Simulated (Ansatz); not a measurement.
# GaH5O3S: one species, many methods

One table from this session's results is given with a row withheld; the runs are named, their logs left out.

The runs use Ansatz 0.2.0, Gaussian basis; functionals in def2-TZVPP, the program's frozen cores in correlated methods.

The runs, in order: LDA (SPW92), PBE-D4, revPBE-D4, BLYP-D4, r2SCAN-D4, B97M-V, PBE0-D4, B3LYP-D4, r2SCANh-D4, r2SCAN0-D4, HSE06-D4, BHLYP-D4, CAM-B3LYP-D4, LC-ωPBE, ωB97X-V, ωB97M-V, B2PLYP, PBE-QIDH; CCSD(T)/def2-SVP; CCSD(T)/def2-TZVPP; MP2/def2-QZVPP; extrapolation to the limit; RPA on PBE.

### Structure used throughout

All runs share one geometry, relaxed beforehand with PBE0-D4 in a triple-zeta def2 set.

SMILES `[OH][Ga-]([OH])([OH])[SH2+]`, 10 atoms, charge 0, spin multiplicity 1.

Atoms are counted from 1 here; the program's logs count them from 0.

Bond lengths: O1–Ga2 1.802 Å, O1–H6 0.959 Å, Ga2–O3 1.798 Å, Ga2–O4 1.792 Å, Ga2–S5 2.607 Å, O3–H7 0.959 Å, O4–H8 0.959 Å, S5–H9 1.345 Å, S5–H10 1.344 Å. Angles: Ga2–O1–H6 112.3°, O1–Ga2–O3 117.7°, O1–Ga2–O4 118.8°, O1–Ga2–S5 94.5°, O3–Ga2–O4 119.0°, O3–Ga2–S5 95.5°, O4–Ga2–S5 101.3°, Ga2–O3–H7 112.6°, Ga2–O4–H8 112.4°, Ga2–S5–H9 90.5°, Ga2–S5–H10 90.0°, H9–S5–H10 92.8°.

Set-up of the first run:

in.yaml reads:

```yaml
crystal:
  periodic: [false, false, false]
  atoms:
    - {symbol: O, position_ang: [-1.774228, 0.121249, 0.058773]}
    - {symbol: Ga, position_ang: [-0.111656, -0.573890, 0.083789]}
    - {symbol: O, position_ang: [0.777936, -0.554859, 1.646326]}
    - {symbol: O, position_ang: [0.335460, -1.789851, -1.154303]}
    - {symbol: S, position_ang: [1.021063, 1.569335, -0.874414]}
    - {symbol: H, position_ang: [-2.121934, 0.264677, 0.941283]}
    - {symbol: H, position_ang: [1.400698, -1.280231, 1.725118]}
    - {symbol: H, position_ang: [-0.396876, -2.008672, -1.733870]}
    - {symbol: H, position_ang: [-0.183938, 2.137204, -1.059907]}
    - {symbol: H, position_ang: [1.136672, 2.063836, 0.370205]}
basis:
  gaussian: {orbitals: def2-TZVPP}
hamiltonian: {xc: lda}
output: {orbitals: {seedname: orbitals}}
```

Command:

```console
> ansatz run in.yaml --threads 4 --pin off --events-out ev --progress --plain --max-ram 10444MiB
```

Steps of the session up to this table: LDA; PBE-D4 (GGA); revPBE-D4 (GGA); BLYP-D4 (GGA); r2SCAN-D4 (meta-GGA); B97M-V (meta-GGA); PBE0-D4 (hybrid); B3LYP-D4 (hybrid); r2SCANh-D4 (hybrid); r2SCAN0-D4 (hybrid); HSE06-D4 (hybrid); BHLYP-D4 (hybrid); CAM-B3LYP-D4 (range-separated); LC-ωPBE (range-separated); ωB97X-V (range-separated); ωB97M-V (range-separated); B2PLYP (double hybrid); PBE-QIDH (double hybrid).

One table of the session follows, with a row left open; its other results are not shown here.

It belongs to the step «Orbital energies across the functionals». 

| functional | HOMO (eV) | gap (eV) |
| --- | --- | --- |
| LDA (SPW92) | -6.75 | 5.32 |
| PBE-D4 | -6.52 | 5.19 |
| revPBE-D4 | -6.43 | 5.16 |
| BLYP-D4 | ? | ? |
| r2SCAN-D4 | -6.90 | 5.83 |
| B97M-V | -6.96 | 5.83 |
| PBE0-D4 | -8.16 | 7.83 |
| B3LYP-D4 | -7.90 | 7.29 |
| r2SCANh-D4 | -7.53 | 6.83 |
| r2SCAN0-D4 | -8.41 | 8.26 |
| HSE06-D4 | -7.75 | 7.04 |
| BHLYP-D4 | -9.59 | 10.12 |
| CAM-B3LYP-D4 | -9.59 | 10.23 |
| LC-ωPBE | -10.96 | 12.97 |
| ωB97X-V | -10.60 | 12.38 |
| ωB97M-V | -10.48 | 11.91 |

Q: Estimate the row for BLYP-D4 from the others.

Worked estimate for «HOMO (eV)». Against the share of exact exchange, B3LYP-D4 (0.2, -7.90), BHLYP-D4 (0.5, -9.59) give a slope of -5.63 per unit share; at 0 the line stands at -6.77.

As computed: HOMO (eV): -6.42; gap (eV): 5.17. In «HOMO (eV)» the line misses by -0.35.
